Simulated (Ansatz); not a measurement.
# BOF₂ radical: basis-set convergence

One table from this session's results is given with a row withheld; the runs are named, their logs left out.

The runs use Ansatz 0.2.0, Gaussian basis; one geometry, several basis sets.

Levels to be run: PBE0-D4/def2-SVP; ωB97M-V/def2-SVP; PBE0-D4/def2-QZVPP; ωB97M-V/def2-QZVPP; CCSD(T)/cc-pV(D+d)Z; CCSD(T)/cc-pV(T+d)Z; CCSD(T)/cc-pV(Q+d)Z; the functionals' def2-TZVPP values are taken from earlier runs.

## The relaxed structure

An earlier PBE0-D4 in a triple-zeta def2 set relaxation fixed the geometry.

SMILES `[O]B(F)F`, 4 atoms, charge 0, spin multiplicity 2.

Atoms are counted from 1 here; the program's logs count them from 0.

Bond lengths: O1–B2 1.359 Å, B2–F3 1.315 Å, B2–F4 1.315 Å. Angles: O1–B2–F3 119.3°, O1–B2–F4 119.3°, F3–B2–F4 121.5°.

As a file:

```xyz
4
charge 0, multiplicity 2
O     0.5234    0.2260    1.2109
B     0.0069   -0.0184   -0.0216
F    -0.2598   -1.2569   -0.3728
F    -0.2150    0.9890   -0.8368
```

The first run:

Contents of in.yaml:

```yaml
crystal:
  periodic: [false, false, false]
  atoms:
    - {symbol: O, position_ang: [0.523384, 0.226002, 1.210894]}
    - {symbol: B, position_ang: [0.006946, -0.018356, -0.021631]}
    - {symbol: F, position_ang: [-0.259795, -1.256921, -0.372766]}
    - {symbol: F, position_ang: [-0.215037, 0.988974, -0.836798]}
basis:
  gaussian: {orbitals: def2-SVP}
magnetization: {spin_polarized: true, initial_magnetization: 1}
hamiltonian: {xc: pbe0, dispersion: d4}
output: {orbitals: {seedname: orbitals}}
```

Run with:

```bash
$ ansatz run in.yaml --threads 2 --pin off --events-out ev --progress --plain --max-ram 22528MiB --backend cpu
```

Among the steps run: PBE0-D4 in def2-SVP; ωB97M-V in def2-SVP; PBE0-D4 in def2-QZVPP; ωB97M-V in def2-QZVPP.

One table of the session follows, with a row left open; its other results are not shown here.

```
functional       basis  HOMO (eV)  LUMO (eV)
   PBE0-D4    def2-SVP          ?          ?
   PBE0-D4  def2-TZVPP     -10.74      -5.49
   PBE0-D4  def2-QZVPP     -10.78      -5.52
   ωB97M-V    def2-SVP     -12.97      -2.96
   ωB97M-V  def2-TZVPP     -13.21      -3.18
   ωB97M-V  def2-QZVPP     -13.25      -3.22
```

Q: Estimate the row for PBE0-D4, def2-SVP from the others.

The run gave: HOMO (eV): -10.52; LUMO (eV): -5.34. In the column «HOMO (eV)» it is the highest.
